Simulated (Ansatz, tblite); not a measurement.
# The cluster Al₄P₃: one state, many levels

The task here is to estimate one member of a computed series from the others.

The runs use Ansatz 0.2.0, Gaussian basis; as each input shows.

The runs, in order: GFN1-xTB, GFN2-xTB, PBE-D4/def2-TZVP, r2SCAN-D4/def2-TZVP, r2SCAN0-D4/def2-TZVP, BHLYP-D4/def2-TZVP, ωB97X-V/def2-TZVP, PBE-D4/def2-SVP, PBE0-D4/def2-SVP, HF/STO-3G, PBE0-D4/def2-TZVPD, PBE-D4/def2-TZVPD, r2SCAN0-D4/def2-TZVPD, CCSD(T)/def2-SVP, MP2/def2-TZVP, RPA/def2-TZVP.

4 further runs of the same task are left out: 2 that didn't finish, 2 set aside as unsound or not needed.

**The structure**

The doublet was relaxed beforehand with B3LYP-D4/def2-SVP. At that level it is the lowest of the isomers that a small search found.

7 atoms, charge 0, spin multiplicity 2.

Bond lengths: Al1–P5 2.232 Å, Al1–P7 2.208 Å, Al2–P6 2.436 Å, Al3–P5 2.200 Å, Al3–P6 2.231 Å, Al4–P6 2.339 Å, Al4–P7 2.228 Å. Angles: P5–Al1–P7 167.3°, P5–Al3–P6 156.6°, P6–Al4–P7 149.1°, Al1–P5–Al3 78.1°, Al2–P6–Al3 130.6°, Al2–P6–Al4 71.3°, Al3–P6–Al4 86.8°, Al1–P7–Al4 81.1°.

PBE0-D4/def2-TZVP was run before; its log isn't repeated, and its numbers join the tables.

Set-up of the first run:

Tight binding, by tblite at 300 K electronic temperature and without a spin-polarisation term:

```python
tblite.interface.Calculator('GFN1-xTB', numbers, positions, charge=0, uhf=1).singlepoint()
```

Tight binding, by tblite at 300 K electronic temperature and without a spin-polarisation term:

```python
tblite.interface.Calculator('GFN2-xTB', numbers, positions, charge=0, uhf=1).singlepoint()
```

start.molden holds the orbitals of an earlier run on this state, given as this run's starting guess.

Contents of in.yaml:

```yaml
crystal:
  periodic: [false, false, false]
  atoms:
    - {symbol: Al, position_ang: [1.990286, 0.183572, 0.322351]}
    - {symbol: Al, position_ang: [-3.034059, -1.346741, 0.454630]}
    - {symbol: Al, position_ang: [-0.241810, 1.772085, -0.219438]}
    - {symbol: Al, position_ang: [-0.357203, -1.366522, -0.306421]}
    - {symbol: P, position_ang: [1.801508, 2.407185, 0.293719]}
    - {symbol: P, position_ang: [-1.853371, 0.354306, -0.828047]}
    - {symbol: P, position_ang: [1.694639, -2.003886, 0.283207]}
basis:
  gaussian: {orbitals: def2-TZVP, initial_orbitals: start.molden}
magnetization: {spin_polarized: true, initial_magnetization: 1}
hamiltonian: {xc: pbe, dispersion: d4}
scf: {omitted_lower_state_checks: [starts]}
output: {orbitals: {seedname: orbitals}}
```

Launch:

```console
ansatz run in.yaml --threads 4 --pin off --events-out ev --progress --plain --max-ram 4787MiB
```

Steps of the session up to this table: PBE-D4/def2-TZVP; r2SCAN-D4/def2-TZVP; r2SCAN0-D4/def2-TZVP; BHLYP-D4/def2-TZVP; ωB97X-V/def2-TZVP; PBE-D4/def2-SVP; PBE0-D4/def2-SVP; HF/STO-3G; PBE0-D4/def2-TZVPD; PBE-D4/def2-TZVPD; r2SCAN0-D4/def2-TZVPD; CCSD(T)/def2-SVP; MP2/def2-TZVP; RPA/def2-TZVP.

One of the session's tables, all rows but one given; the rest of the session is left out.

```
                level  HOMO (eV)  gap (eV)
            HF/STO-3G      -1.37      7.50
      PBE-D4/def2-SVP      -4.99      0.64
     PBE-D4/def2-TZVP          ?         ?
    PBE-D4/def2-TZVPD      -4.97      0.66
  r2SCAN-D4/def2-TZVP      -5.21      1.15
     PBE0-D4/def2-SVP      -5.66      1.93
    PBE0-D4/def2-TZVP      -5.63      1.97
   PBE0-D4/def2-TZVPD      -5.63      1.97
 r2SCAN0-D4/def2-TZVP      -5.82      2.35
r2SCAN0-D4/def2-TZVPD      -5.82      2.35
   BHLYP-D4/def2-TZVP      -6.04      3.17
    ωB97X-V/def2-TZVP      -7.17      5.15
```

Q: Estimate the row for PBE-D4/def2-TZVP from the others.

The run gave: HOMO (eV): -4.95; gap (eV): 0.66. In the column «HOMO (eV)» it lies between PBE-D4/def2-TZVPD (-4.97) and HF/STO-3G (-1.37).
